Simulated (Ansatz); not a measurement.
# C2H5AlO (SMILES [CH3][Al]1[CH2][O]1) at HSE06/6-31G(d) (spherical functions)

Aim: the vertical ionisation energy of C2H5AlO at HSE06/6-31G* (spherical functions), from 2 runs. 

The results are computed with Ansatz 0.2.0.

82 further runs of the same task are left out: 82 set aside as unsound or not needed.

## 1. The molecule

C2H5AlO: 9 atoms, total charge 0, spin state singlet. As SMILES, `[CH3][Al]1[CH2][O]1`. The coordinates come from a PBE0-D4/def2-TZVP relaxation.

Bond lengths: C1–Al2 1.934 Å, Al2–C3 1.883 Å, Al2–O4 1.707 Å, C3–O4 1.488 Å, C1–H5 1.093 Å, C1–H6 1.091 Å, C1–H7 1.094 Å, C3–H8 1.091 Å, C3–H9 1.091 Å. Some angles: C1–Al2–C3 171.7°, C1–Al2–O4 139.6°, C3–Al2–O4 48.7°, Al2–C3–O4 59.5°, Al2–O4–C3 71.8°, Al2–C1–H5 110.3°, Al2–C1–H6 112.2°, Al2–C1–H7 110.1°, Al2–C3–H8 123.8°, Al2–C3–H9 123.8°.

## 2. The energy at HSE06/6-31G(d) (spherical functions)

File input.yaml:

```yaml
crystal:
  periodic: [false, false, false]
  atoms:
    - {symbol: C, position_ang: [-0.670900, 1.320200, -1.081500]}
    - {symbol: Al, position_ang: [0.051300, -0.076700, 0.044200]}
    - {symbol: C, position_ang: [0.678700, -1.280200, 1.349300]}
    - {symbol: O, position_ang: [0.789300, -1.609500, -0.097900]}
    - {symbol: H, position_ang: [0.039700, 1.575000, -1.872100]}
    - {symbol: H, position_ang: [-0.900200, 2.226000, -0.517500]}
    - {symbol: H, position_ang: [-1.591200, 0.976800, -1.562100]}
    - {symbol: H, position_ang: [0.038500, -1.980500, 1.887700]}
    - {symbol: H, position_ang: [1.653200, -1.197400, 1.832800]}
basis:
  gaussian:
    orbitals: 6-31G_st_-spherical.json
hamiltonian:
  xc: {name: HSE06}
accuracy: high
output: {orbitals: {seedname: orbitals}}
```

The basis set 6-31G* is read from a file made from the Basis Set Exchange's data (not shown).

Command:

```
$ ansatz run input.yaml --threads 1 --pin off --max-ram 3480MiB --events-out events.jsonl --progress --plain --runs-dir runs
```

The log of the run:

```text
Warning: RAYON_NUM_THREADS=1 ignored (pool sized by the plan → 1); use --threads N
Functional definition: HSE06
  name "HSE06"
  parameter a = 0.25
  parameter omega = 0.11/bohr
  exchange = pbe_x - a*pbe_x_sr(omega) + a*exact_x_sr(omega)
  correlation = pbe_c
1640 factors; integrals over basis functions are off by at most 8.4e-9 eV
102 factors; integrals over basis functions are off by at most 1.2e-9 eV
mean field evaluation 1: about -10779.6369 eV, gradient 6.6e1 eV
mean field evaluation 2: about -10735.2029 eV, gradient 1.5e2 eV
mean field evaluation 4: about -10789.5225 eV, gradient 6.9e0 eV
mean field evaluation 8: about -10789.8473 eV, gradient 1.4e0 eV
mean field evaluation 16: about -10789.8524 eV, gradient 8.9e-5 eV
mean field -10789.85238242 eV, -396.5197614294 hartree, gradient 4.4e-8 eV, S^2 0.000000; 0 other end points of the search recorded, 0 dependent functions left out
reference -10789.85238664 eV, -396.5197615846 hartree; 19, 19 occupied and 51, 51 virtual orbitals, 1640 factors
Total energy: -10789.85238664 eV, -396.5197615846 hartree
```

Run time: 6.6 s. Hardware: 1 thread of Arm Neoverse V2, shared host; peak memory 0.22 GiB.

## 3. The doublet cation

File job.yaml:

```yaml
crystal:
  periodic: [false, false, false]
  atoms:
    - {symbol: C, position_ang: [-0.670900, 1.320200, -1.081500]}
    - {symbol: Al, position_ang: [0.051300, -0.076700, 0.044200]}
    - {symbol: C, position_ang: [0.678700, -1.280200, 1.349300]}
    - {symbol: O, position_ang: [0.789300, -1.609500, -0.097900]}
    - {symbol: H, position_ang: [0.039700, 1.575000, -1.872100]}
    - {symbol: H, position_ang: [-0.900200, 2.226000, -0.517500]}
    - {symbol: H, position_ang: [-1.591200, 0.976800, -1.562100]}
    - {symbol: H, position_ang: [0.038500, -1.980500, 1.887700]}
    - {symbol: H, position_ang: [1.653200, -1.197400, 1.832800]}
basis:
  gaussian: {orbitals: 6-31G_st_-spherical.json}
total_charge: 1
magnetization: {spin_polarized: true, initial_magnetization: 1}
hamiltonian: {xc: hse06}
accuracy: high
output: {orbitals: {seedname: orbitals}}
```

The basis set 6-31G* is read from a file made from the Basis Set Exchange's data (not shown).

Command:

```
$ ansatz run job.yaml --threads 1 --pin off --max-ram 3480MiB --events-out events.jsonl --progress --plain --runs-dir runs
```

The log of the run, cut to the lines that bear on the results:

```text
Warning: RAYON_NUM_THREADS=1 ignored (pool sized by the plan → 1); use --threads N
[... 6 set-up lines as earlier in the session ...]
1640 factors; integrals over basis functions are off by at most 8.4e-9 eV
102 factors; integrals over basis functions are off by at most 1.2e-9 eV
mean field evaluation 1: about -10766.0409 eV, gradient 5.9e1 eV
mean field evaluation 2: about -10710.0012 eV, gradient 1.2e2 eV
mean field evaluation 4: about -10780.9435 eV, gradient 8.5e0 eV
mean field evaluation 8: about -10781.5354 eV, gradient 8.0e-1 eV
mean field evaluation 16: about -10781.5392 eV, gradient 2.2e-4 eV
mean field evaluation 32: about -10780.6497 eV, gradient 7.5e0 eV
mean field -10781.53919222 eV, -396.2142573244 hartree, gradient 5.3e-8 eV, S^2 0.754682; 2 other end points of the search recorded, 0 dependent functions left out
reference -10781.53919626 eV, -396.2142574729 hartree; 19, 18 occupied and 51, 52 virtual orbitals, 1640 factors
Total energy: -10781.53919626 eV, -396.2142574729 hartree
```

Wall time 14 s (1 thread of Arm Neoverse V2, shared host); peak memory 0.32 GiB.

## 4. Outcome

Level: HSE06/6-31G* (spherical functions).

| quantity | value |
| --- | --- |
| singlet C2H5AlO: total energy | -396.51976 Eh |
| singlet C2H5AlO: HOMO energy | -5.63 eV |
| singlet C2H5AlO: LUMO energy | -0.74 eV |
| singlet C2H5AlO: HOMO–LUMO gap | 4.89 eV |
| doublet cation: total energy | -396.21426 Eh |
| doublet cation: HOMO energy (highest over α and β) | -14.12 eV |
| doublet cation: LUMO energy (lowest over α and β) | -11.00 eV |
| doublet cation: ⟨S²⟩ | 0.755 |
| vertical ionisation energy (to the doublet cation) | 8.313 eV |

What this shows: Removing an electron at fixed nuclei costs 8.31 eV (802 kJ/mol). The negative HOMO energy of the first species, 5.63 eV, lies 2.68 eV below that difference.
